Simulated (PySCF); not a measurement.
# [ReO3Cl]−: forces at shaken geometries

How stiff is [ReO3Cl]−? Its atoms are displaced at random by several amounts. It is a constructed species; whether it can be made isn't addressed.

Computed with PySCF 2.14.0. Level: r2SCAN, Re def2-SVP with ECP60, O def2-SVP, Cl def2-SVP; scalar-relativistic core potentials, no spin–orbit coupling.

5 further runs of the same task are left out: 2 for a known fault of the program, 1 that didn't finish, 2 set aside as unsound or not needed. Runs told in other sessions of the task aren't counted.

**1. Where the work starts**

5 atoms, charge -1, spin multiplicity 2.

Bond lengths: Re1–O2 1.743 Å, Re1–O3 1.736 Å, Re1–O4 1.743 Å, Re1–Cl5 2.424 Å. Angles: O2–Re1–O3 107.8°, O2–Re1–O4 120.6°, O2–Re1–Cl5 94.8°, O3–Re1–O4 107.8°, O3–Re1–Cl5 132.2°, O4–Re1–Cl5 94.8°.

Coordinates:

```xyz
5
ClO3Re
Re    0.0000    0.1666    0.0403
O     1.5139    0.0338    0.8931
O     0.0000    1.6822   -0.8065
O    -1.5139    0.0338    0.8931
Cl    0.0000   -2.1318   -0.7314
```

Formal oxidation states: Re +6. An earlier session relaxed this geometry at r2SCAN, Re def2-SVP with ECP60, O def2-SVP, Cl def2-SVP (doublet, point group Cs).

Its energy there is -763.971278 Eh.

**2. Atoms moved at random, σ = 0.15 Å**

Input file run.py (the lines that set the calculation):

```python
mol = gto.M(atom='''
Re     0.08366     0.22451    -0.02121
O      1.68483    -0.17437     1.09472
O     -0.19110     1.82750    -0.62864
O     -1.54893    -0.07502     0.67167
Cl    -0.02847    -2.01799    -0.82793''',
    basis={'Re': 'def2-SVP', 'O': 'def2-SVP', 'Cl': 'def2-SVP'},
    ecp={'Re': 'def2-SVP'},
    charge=-1, spin=1)
mf = dft.UKS(mol, xc='R2SCAN')
mf.grids.atom_grid = (50, 194)
mf = mf.density_fit()  # fitting sets: Re def2-universal-JKFIT, O def2-universal-JKFIT, Cl def2-universal-JKFIT
mf.conv_tol = 1e-08; mf.max_cycle = 55
mf.kernel(dm0)  # dm0: the density of the relaxed state
```

Run with:

```console
$ OMP_NUM_THREADS=2 python run.py
```

The log of the run:

```text
init E= -763.763217094747
  HOMO = -0.104151999303  LUMO = -0.0567396129352  gap/eV = 1.29016
cycle= 1 E= -763.763160456948  delta_E= 5.66e-05  |g|= 0.575  |ddm|= 0.929
  HOMO = 0.102017170936  LUMO = 0.111385818315  gap/eV = 0.25493
cycle= 2 E= -760.039533138562  delta_E= 3.72  |g|= 2.61  |ddm|=  2.4
  HOMO = 0.0644942487762  LUMO = 0.112663861007  gap/eV = 1.31076
cycle= 3 E= -763.364921344579  delta_E= -3.33  |g|= 1.05  |ddm|= 2.11
  HOMO = -0.000709351615536  LUMO = 0.0426861446788  gap/eV = 1.18085
cycle= 4 E= -763.805268529401  delta_E= -0.44  |g|= 0.523  |ddm|=  1.1
  HOMO = -0.0229538059628  LUMO = 0.0279095166455  gap/eV = 1.38406
cycle= 5 E= -763.889491757804  delta_E= -0.0842  |g|= 0.255  |ddm|= 0.317
  HOMO = -0.0165589237732  LUMO = 0.0371723273177  gap/eV = 1.46210
cycle= 6 E= -763.904774685543  delta_E= -0.0153  |g|= 0.183  |ddm|= 0.157
  HOMO = -0.0108975428281  LUMO = 0.0443660503246  gap/eV = 1.50380
cycle= 7 E= -763.910834324279  delta_E= -0.00606  |g|= 0.139  |ddm|= 0.123
  HOMO = -0.0139840176078  LUMO = 0.0424631552018  gap/eV = 1.53601
cycle= 8 E= -763.919288699744  delta_E= -0.00845  |g|= 0.0186  |ddm|= 0.115
  HOMO = -0.015294267069  LUMO = 0.0411485892984  gap/eV = 1.53589
cycle= 9 E= -763.91943572511  delta_E= -0.000147  |g|= 0.00897  |ddm|= 0.0252
  HOMO = -0.0151512612732  LUMO = 0.0413171299454  gap/eV = 1.53658
cycle= 10 E= -763.919473222928  delta_E= -3.75e-05  |g|= 0.00131  |ddm|= 0.0088
  HOMO = -0.0151418182295  LUMO = 0.0413208065211  gap/eV = 1.53643
cycle= 11 E= -763.919474738243  delta_E= -1.52e-06  |g|= 0.000511  |ddm|= 0.00313
  HOMO = -0.0151401860027  LUMO = 0.0413083758625  gap/eV = 1.53604
cycle= 12 E= -763.9194753296  delta_E= -5.91e-07  |g|= 0.000442  |ddm|= 0.00326
  HOMO = -0.0151328110777  LUMO = 0.0412999129502  gap/eV = 1.53561
cycle= 13 E= -763.919475544461  delta_E= -2.15e-07  |g|= 0.000139  |ddm|= 0.00131
  HOMO = -0.0151364373123  LUMO = 0.0412862734366  gap/eV = 1.53534
cycle= 14 E= -763.919475601506  delta_E= -5.7e-08  |g|= 5.52e-05  |ddm|= 0.00101
  HOMO = -0.0151365214579  LUMO = 0.041286545503  gap/eV = 1.53535
cycle= 15 E= -763.919475608127  delta_E= -6.62e-09  |g|= 3.76e-05  |ddm|= 0.000212
  HOMO = -0.0151364199587  LUMO = 0.0412854581576  gap/eV = 1.53532
Extra cycle  E= -763.919475604977  delta_E= 3.15e-09  |g|= 0.000122  |ddm|= 0.000173
converged SCF energy = -763.919475604977  <S^2> = 0.75761043  2S+1 = 2.007596
```

Wall time 5.8 s (2 threads of Arm Neoverse V2, shared host).

It gives: E = -763.919476 Eh (+1.410 eV from the relaxed state), HOMO -0.41 eV, LUMO 0.98 eV (over both spins), ⟨S²⟩ = 0.758, Mulliken charge on Re1 +0.80 e, largest force component 5.096 eV/Å. 

```csv
atom,Fx,Fy,Fz (eV/Å)
Re1,1.090,-2.002,5.096
O2,-4.945,1.956,-3.672
O3,1.126,-0.315,-0.140
O4,2.505,0.431,-0.714
Cl5,0.223,-0.070,-0.571
```

**3. Atoms moved at random, σ = 0.06 Å**

Input file run.py (the lines that set the calculation):

```python
mol = gto.M(atom='''
Re    -0.02759     0.09677     0.01231
O      1.49421     0.00371     0.89600
O     -0.04006     1.68276    -0.69716
O     -1.46394    -0.00410     0.81997
Cl     0.03739    -1.99450    -0.74251''',
    basis={'Re': 'def2-SVP', 'O': 'def2-SVP', 'Cl': 'def2-SVP'},
    ecp={'Re': 'def2-SVP'},
    charge=-1, spin=1)
mf = dft.UKS(mol, xc='R2SCAN')
mf.grids.atom_grid = (50, 194)
mf = mf.density_fit()  # fitting sets: Re def2-universal-JKFIT, O def2-universal-JKFIT, Cl def2-universal-JKFIT
mf.conv_tol = 1e-08; mf.max_cycle = 55
mf.kernel(dm0)  # dm0: the density of the relaxed state
```

Run with:

```console
$ OMP_NUM_THREADS=2 python run.py
```

The log of the run:

```text
init E= -764.017297706875
  HOMO = 0.0461166550423  LUMO = 0.094339908412  gap/eV = 1.31222
cycle= 1 E= -763.928632778905  delta_E= 0.0887  |g|= 0.226  |ddm|= 0.519
  HOMO = 0.0436303186494  LUMO = 0.0873447729757  gap/eV = 1.18953
cycle= 2 E= -763.517895963425  delta_E= 0.411  |g|= 1.03  |ddm|= 0.975
  HOMO = 0.0429537733056  LUMO = 0.0963598818601  gap/eV = 1.45325
cycle= 3 E= -763.943386515302  delta_E= -0.425  |g|= 0.14  |ddm|= 0.781
  HOMO = 0.032750880633  LUMO = 0.0855040273866  gap/eV = 1.43549
cycle= 4 E= -763.949870653782  delta_E= -0.00648  |g|= 0.0701  |ddm|= 0.153
  HOMO = 0.0321741407597  LUMO = 0.0856932536751  gap/eV = 1.45633
cycle= 5 E= -763.951543435768  delta_E= -0.00167  |g|= 0.024  |ddm|= 0.0613
  HOMO = 0.033960742255  LUMO = 0.0876775506352  gap/eV = 1.46171
cycle= 6 E= -763.951728251512  delta_E= -0.000185  |g|= 0.0155  |ddm|= 0.0314
  HOMO = 0.033964738576  LUMO = 0.087752034567  gap/eV = 1.46363
cycle= 7 E= -763.951823362514  delta_E= -9.51e-05  |g|= 0.00452  |ddm|= 0.0152
  HOMO = 0.0338082673737  LUMO = 0.0876624862083  gap/eV = 1.46545
cycle= 8 E= -763.951833558794  delta_E= -1.02e-05  |g|= 0.00114  |ddm|= 0.00667
  HOMO = 0.0338552128789  LUMO = 0.0877486177064  gap/eV = 1.46651
cycle= 9 E= -763.951834699757  delta_E= -1.14e-06  |g|= 0.000288  |ddm|= 0.00374
  HOMO = 0.0338321973083  LUMO = 0.0877208162551  gap/eV = 1.46638
cycle= 10 E= -763.95183477972  delta_E= -8e-08  |g|= 9.37e-05  |ddm|= 0.0009
  HOMO = 0.0338430863307  LUMO = 0.0877256934524  gap/eV = 1.46622
cycle= 11 E= -763.951834790832  delta_E= -1.11e-08  |g|= 3.45e-05  |ddm|= 0.000291
  HOMO = 0.0338402526963  LUMO = 0.0877217348323  gap/eV = 1.46619
cycle= 12 E= -763.951834792155  delta_E= -1.32e-09  |g|= 1.5e-05  |ddm|= 8.83e-05
  HOMO = 0.0338414719262  LUMO = 0.0877224714034  gap/eV = 1.46618
Extra cycle  E= -763.951834792054  delta_E= 1e-10  |g|= 2.75e-05  |ddm|= 4.14e-05
converged SCF energy = -763.951834792054  <S^2> = 0.75315806  2S+1 = 2.0031556
```

Wall time 5.2 s (2 threads of Arm Neoverse V2, shared host).

It gives: E = -763.951835 Eh (+0.529 eV from the relaxed state), HOMO 0.92 eV, LUMO 2.39 eV (over both spins), ⟨S²⟩ = 0.753, Mulliken charge on Re1 +0.79 e, largest force component 4.871 eV/Å. The highest filled level lies above zero; it isn't the detachment energy.

```csv
atom,Fx,Fy,Fz (eV/Å)
Re1,4.783,3.130,-0.921
O2,-0.118,-0.133,-0.112
O3,0.093,0.414,-0.560
O4,-4.871,-0.563,2.754
Cl5,0.113,-2.849,-1.161
```

**4. Atoms moved at random, σ = 0.15 Å**

Input file run.py (the lines that set the calculation):

```python
mol = gto.M(atom='''
Re    -0.03836     0.25140     0.03606
O      1.68278    -0.02419     0.93712
O      0.04011     1.60884    -0.79865
O     -1.57379     0.10028     0.80578
Cl    -0.11074    -2.15169    -0.69171''',
    basis={'Re': 'def2-SVP', 'O': 'def2-SVP', 'Cl': 'def2-SVP'},
    ecp={'Re': 'def2-SVP'},
    charge=-1, spin=1)
mf = dft.UKS(mol, xc='R2SCAN')
mf.grids.atom_grid = (50, 194)
mf = mf.density_fit()  # fitting sets: Re def2-universal-JKFIT, O def2-universal-JKFIT, Cl def2-universal-JKFIT
mf.conv_tol = 1e-08; mf.max_cycle = 55
mf.kernel(dm0)  # dm0: the density of the relaxed state
```

Run with:

```console
$ OMP_NUM_THREADS=2 python run.py
```

The log of the run:

```text
init E= -763.909219990506
  HOMO = -0.0294920940321  LUMO = 0.0209389114028  gap/eV = 1.37230
cycle= 1 E= -763.788790438522  delta_E= 0.12  |g|= 0.527  |ddm|= 0.761
  HOMO = 0.0455482095096  LUMO = 0.0591933250637  gap/eV = 0.37130
cycle= 2 E= -757.535113955246  delta_E= 6.25  |g|= 2.94  |ddm|= 2.76
  HOMO = 0.0394363699049  LUMO = 0.0935315177985  gap/eV = 1.47200
cycle= 3 E= -763.683825515629  delta_E= -6.15  |g|= 0.742  |ddm|= 2.63
  HOMO = -0.000530532742083  LUMO = 0.0477227327904  gap/eV = 1.31304
cycle= 4 E= -763.894915363795  delta_E= -0.211  |g|= 0.255  |ddm|= 0.712
  HOMO = -0.00891188199785  LUMO = 0.0441841567947  gap/eV = 1.44482
cycle= 5 E= -763.910648223871  delta_E= -0.0157  |g|= 0.151  |ddm|= 0.195
  HOMO = -0.00822051285715  LUMO = 0.0449177929691  gap/eV = 1.44597
cycle= 6 E= -763.918984941047  delta_E= -0.00834  |g|= 0.0585  |ddm|= 0.127
  HOMO = -0.00380709184309  LUMO = 0.0500225474411  gap/eV = 1.46478
cycle= 7 E= -763.919628628337  delta_E= -0.000644  |g|= 0.0459  |ddm|= 0.0417
  HOMO = -0.00499450015646  LUMO = 0.04941175686  gap/eV = 1.48047
cycle= 8 E= -763.920527968772  delta_E= -0.000899  |g|= 0.0119  |ddm|= 0.0395
  HOMO = -0.0046816416252  LUMO = 0.0500094901423  gap/eV = 1.48822
cycle= 9 E= -763.920601000111  delta_E= -7.3e-05  |g|= 0.00414  |ddm|= 0.0168
  HOMO = -0.0048236324484  LUMO = 0.0499063615783  gap/eV = 1.48928
cycle= 10 E= -763.920611439726  delta_E= -1.04e-05  |g|= 0.00171  |ddm|= 0.00688
  HOMO = -0.00485335156334  LUMO = 0.0499389137802  gap/eV = 1.49097
cycle= 11 E= -763.920614388343  delta_E= -2.95e-06  |g|= 0.00106  |ddm|= 0.00585
  HOMO = -0.00486373952551  LUMO = 0.0499273872371  gap/eV = 1.49094
cycle= 12 E= -763.92061536872  delta_E= -9.8e-07  |g|= 0.000356  |ddm|= 0.00252
  HOMO = -0.00486034749793  LUMO = 0.0499534361208  gap/eV = 1.49156
cycle= 13 E= -763.920615649003  delta_E= -2.8e-07  |g|= 6.62e-05  |ddm|= 0.00254
  HOMO = -0.00486100061784  LUMO = 0.0499563940423  gap/eV = 1.49166
cycle= 14 E= -763.92061565401  delta_E= -5.01e-09  |g|= 5.56e-05  |ddm|= 0.000247
  HOMO = -0.00486229582741  LUMO = 0.0499577070363  gap/eV = 1.49173
Extra cycle  E= -763.920615612747  delta_E= 4.13e-08  |g|= 0.000307  |ddm|= 0.000289
converged SCF energy = -763.920615612747  <S^2> = 0.75968371  2S+1 = 2.0096604
```

It took 5.6 s on 2 threads of Arm Neoverse V2, shared host.

Read off: E = -763.920616 Eh (+1.379 eV from the relaxed state), HOMO -0.13 eV, LUMO 1.36 eV (over both spins), ⟨S²⟩ = 0.760, Mulliken charge on Re1 +0.78 e, largest force component 9.890 eV/Å. 

```csv
atom,Fx,Fy,Fz (eV/Å)
Re1,4.724,-9.890,6.796
O2,-4.825,0.946,-2.442
O3,0.386,7.899,-4.745
O4,-0.464,0.454,0.390
Cl5,0.179,0.591,0.001
```

**5. The displacements side by side**

| σ (Å) | energy rise (eV) | harmonic estimate −½ F·u (eV) | largest force component (eV/Å) |
| --- | --- | --- | --- |
| 0.15 | 1.410 | 1.276 | 5.10 |
| 0.06 | 0.529 | 0.590 | 4.87 |
| 0.15 | 1.379 | 1.317 | 9.89 |

Every displacement raises the energy. For a harmonic well the rise equals −½ F·u; the two differ by at most 12 % here (a move with σ = 0.06 Å), from anharmonicity, the grid and the small forces left at the relaxed point. The largest moves cost over 1 eV, far outside the harmonic range, so agreement there can come from errors that cancel between squeezed and stretched bonds. The bases are small and lack diffuse functions. Spin–orbit coupling is left out for this open shell, where it can reorder the states. Open shells may have lower solutions than the one found.
